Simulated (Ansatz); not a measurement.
# ClH5HfN2O: up Jacob's ladder to CCSD(T)

An exercise on one series of results from a longer session: the logs are not shown, and one member is left open.

Program: Ansatz 0.2.0, Gaussian basis. Level of theory: functionals in def2-TZVPP, the program's frozen cores in correlated methods. These are calculated values, not measurements.

The runs, in order: LDA (SPW92), PBE-D4, revPBE-D4, BLYP-D4, r2SCAN-D4, B97M-V, PBE0-D4, B3LYP-D4, r2SCANh-D4, r2SCAN0-D4, HSE06-D4, BHLYP-D4, CAM-B3LYP-D4, LC-ωPBE, ωB97X-V, ωB97M-V, B2PLYP, PBE-QIDH; CCSD(T)/def2-SVP; CCSD(T)/def2-TZVPP; MP2/def2-QZVPP; extrapolation to the limit; RPA on PBE.

### The geometry

All runs share one geometry, relaxed beforehand with PBE0-D4 in a triple-zeta def2 set. Hf takes the def2 core potential; no spin-orbit term is included.

SMILES `[NH2][Hf]([NH2])([OH])[Cl]`, 10 atoms, charge 0, spin multiplicity 1.

Atoms are counted from 1 here; the program's logs count them from 0.

Bond lengths: N1–Hf2 2.023 Å, N1–H6 1.011 Å, N1–H7 1.010 Å, Hf2–N3 2.029 Å, Hf2–O4 1.925 Å, Hf2–Cl5 2.385 Å, N3–H8 1.011 Å, N3–H9 1.010 Å, O4–H10 0.953 Å. Angles: Hf2–N1–H6 124.9°, Hf2–N1–H7 125.9°, H6–N1–H7 108.9°, N1–Hf2–N3 105.6°, N1–Hf2–O4 106.7°, N1–Hf2–Cl5 112.9°, N3–Hf2–O4 112.2°, N3–Hf2–Cl5 108.0°, O4–Hf2–Cl5 111.3°, Hf2–N3–H8 125.7°, Hf2–N3–H9 125.5°, H8–N3–H9 108.8°, Hf2–O4–H10 149.7°.

The first run:

in.yaml

```yaml
crystal:
  periodic: [false, false, false]
  atoms:
    - {symbol: N, position_ang: [1.531861, 0.938450, -0.222593]}
    - {symbol: Hf, position_ang: [-0.203812, -0.068876, -0.480769]}
    - {symbol: N, position_ang: [-1.209977, 0.119090, 1.271117]}
    - {symbol: O, position_ang: [0.267082, -1.897356, -0.857150]}
    - {symbol: Cl, position_ang: [-1.563122, 0.850424, -2.211474]}
    - {symbol: H, position_ang: [1.613130, 1.943948, -0.154301]}
    - {symbol: H, position_ang: [2.458271, 0.536806, -0.246425]}
    - {symbol: H, position_ang: [-2.168976, -0.156177, 1.432769]}
    - {symbol: H, position_ang: [-0.834302, 0.507565, 2.123884]}
    - {symbol: H, position_ang: [0.192947, -2.825072, -0.652157]}
basis:
  gaussian: {orbitals: def2-TZVPP}
hamiltonian: {xc: lda}
output: {orbitals: {seedname: orbitals}}
```

Steps of the session up to this table: LDA; PBE-D4 (GGA); revPBE-D4 (GGA); BLYP-D4 (GGA); r2SCAN-D4 (meta-GGA); B97M-V (meta-GGA); PBE0-D4 (hybrid); B3LYP-D4 (hybrid); r2SCANh-D4 (hybrid); r2SCAN0-D4 (hybrid); HSE06-D4 (hybrid); BHLYP-D4 (hybrid); CAM-B3LYP-D4 (range-separated); LC-ωPBE-D4 (range-separated; the results give it without D4); ωB97X-V (range-separated); ωB97M-V (range-separated); B2PLYP (double hybrid); PBE-QIDH (double hybrid).

One of the session's tables, all rows but one given; the rest of the session is left out.

It belongs to the step «Frontier levels by functional». 

```
  functional  HOMO (eV)  gap (eV)
 LDA (SPW92)      -6.19      4.92
      PBE-D4      -5.99      4.99
   revPBE-D4      -5.91      5.02
     BLYP-D4      -5.85      4.97
   r2SCAN-D4      -6.29      5.55
      B97M-V      -6.33      5.59
     PBE0-D4      -7.39      7.28
    B3LYP-D4          ?         ?
  r2SCANh-D4      -6.82      6.40
  r2SCAN0-D4      -7.61      7.69
    HSE06-D4      -6.98      6.51
    BHLYP-D4      -8.69      9.09
CAM-B3LYP-D4      -8.83      9.38
     LC-ωPBE     -10.26     11.99
     ωB97X-V      -9.87     11.38
     ωB97M-V      -9.76     10.82
```

Estimate the missing values for B3LYP-D4.

Worked estimate for «HOMO (eV)». Against the share of exact exchange, BLYP-D4 (0, -5.85), BHLYP-D4 (0.5, -8.69) give a slope of -5.68 per unit share; at 0.2 the line stands at -6.99.

The run gave: HOMO (eV): -7.14; gap (eV): 6.72. In «HOMO (eV)» the line misses by +0.15.
